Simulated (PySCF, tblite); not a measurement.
**C₆H₆NO₂ radical: geometry, infrared bands and EPR parameters**

What infrared bands and EPR parameters should C₆H₆NO₂ radical (`C[N]c1cc(=O)cco1`) show?

The runs use tblite 0.8.0 and PySCF 2.14.0, with density-fitted response routines of our own; the level of theory stands in each step. All values are computed, except where a source is named. Atoms count from 0, in the outputs and in this text.

**1. Starting geometry**

15 atoms, charge 0, multiplicity 2; geometry from: force field or distance geometry start.

Bonds of the start (Å): C0–N1 1.46, N1–C2 1.41, C2–C3 1.38, C3–C4 1.38, C4–O5 1.25, C4–C6 1.39, C6–C7 1.39, C7–O8 1.32, O8–C2 1.33, C0–H9 1.09, C0–H10 1.11, C0–H11 1.11, C3–H12 1.09, C6–H13 1.08, C7–H14 1.08.

**2. Optimising the geometry with GFN2-xTB**

The job: settings as JSON, then the geometry in Å.

```
{"job": {"kind": "relax", "xc": "GFN2-xTB", "basis": "xTB"}, "charge": 0, "multiplicity": 2}
C      2.771200     0.225200     0.033800
N      1.688200    -0.475900    -0.646000
C      0.325700    -0.258700    -0.343800
C     -0.623400    -1.260600    -0.320000
C     -1.938800    -0.956100    -0.014200
O     -2.815600    -1.853300     0.015000
C     -2.228900     0.384900     0.214200
C     -1.243900     1.360000     0.173500
O     -0.006700     1.010600    -0.109000
H      3.409500     0.677500    -0.720200
H      2.383100     0.937200     0.796200
H      3.348900    -0.539300     0.593800
H     -0.301300    -2.290700    -0.504300
H     -3.242700     0.666600     0.445400
H     -1.529600     2.380700     0.363700
```

Launch:

```console
OMP_NUM_THREADS=1 python probes_run.py task.json out
```

One launch serves the whole session: the jobs run in the order shown.

**Question.** This job is followed by: GFN2-xTB harmonic vibrations, gas phase; UKS B3LYP, pcH-1 on C H N O, non-relativistic, mean-field spin-orbit, GIAO. Predict these results of the whole session: strongest single infrared mode (GFN2-xTB); zero-point energy (GFN2-xTB); g(iso) (B3LYP); ⟨S²⟩; largest a(iso) (averaged by class); potential on the surface of density 0.002 e/bohr³, 1st and 99th percentile.

**Answer**, as computed:

| quantity | value |
| --- | --- |
| strongest single infrared mode (GFN2-xTB) | 1633 cm⁻¹, 324 km/mol |
| zero-point energy (GFN2-xTB) | 67.1 kcal/mol |
| g(iso) (B3LYP) | 2.00468 |
| ⟨S²⟩ | 0.777 (exact 0.75) |
| largest a(iso) (averaged by class) | 1H on H9, H10, H11, 54.0 MHz |
| potential on the surface of density 0.002 e/bohr³, 1st and 99th percentile | -1.88 V and 1.53 V |

The optimisation took 61 steps and gained 0.874 eV; among the close pairs (by a distance rule), N1–C2 changed most, from 1.412 to 1.295 Å. No mode is imaginary among the 39: a minimum at this level. The strongest single mode, at 1633 cm⁻¹, moves mainly C6 and C7. GFN2-xTB is a fitted tight-binding method: band positions and strengths are rough. Its intensities can rank the bands wrongly. The largest spin populations lie on C3 (0.60 e), N1 (0.49 e). The isotropic g lies 2.4 ppt above the free-electron value.
